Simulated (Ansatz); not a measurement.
The system is MgGe2.

```xyz
6
Lattice="5.5215 -1.8498 0.0000 5.5215 1.8498 0.0000 -3.2176 0.0000 6.0078" Properties=species:S:1:pos:R:3 pbc="T T T"
Ge    4.8996    0.0000    1.7640
Ge    2.9258    0.0000    4.2438
Ge    6.5513    0.0000    5.9203
Ge    1.2740    0.0000    0.0875
Mg    7.8794    0.0000    2.0982
Mg   -0.0541    0.0000    3.9095
```

The cell comes from a database or a generator and needn't be the stable form of this composition.

* Program: Ansatz 0.2.0
* Task: single point
* Functional: PBE
* Potentials or basis: Ansatz PAW
* Cutoff: 420 eV (not typed: the program's choice for these potentials)
* k mesh: 8 × 8 × 5
* Occupations: fermi-dirac, width 0.05 eV
* Spin: no spin polarisation

On this cell: pressure -0.4 GPa; largest force 0.123 eV/Å; band gap on the k mesh none (metal or under the smearing width).

The same run follows on a disturbed copy (atoms moved at random, drawn with an rms of 0.05 Å):

```
Ge Mg
1.0
     5.52149   -1.84985    0.00000
     5.52149    1.84985    0.00000
    -3.21762    0.00000    6.00777
Ge Mg
4 2
Direct
  0.53394 0.52977 0.29943
  0.46608 0.47817 0.70364
  0.88063 0.87714 0.98763
  0.11916 0.12319 0.02039
  0.80909 0.81709 0.35203
  0.17874 0.18413 0.65293
```

**Question.** What changes?

**Answer.** The energy (extrapolated to zero smearing) moves by +1.6 meV/atom; pressure -0.6 GPa; largest force 0.263 eV/Å; band gap on the k mesh none (metal or under the smearing width).

Forces on the atoms (eV/Å):
```
Ge  -0.206  0.030 -0.161
Ge   0.063 -0.039  0.116
Ge   0.142  0.003  0.102
Ge  -0.158  0.026 -0.126
Mg   0.044 -0.002  0.020
Mg   0.116 -0.018  0.049
```

Stress tensor (GPa, compression positive):
```
-0.88  0.02  0.09
 0.02  0.22  0.08
 0.09  0.08 -1.18
```
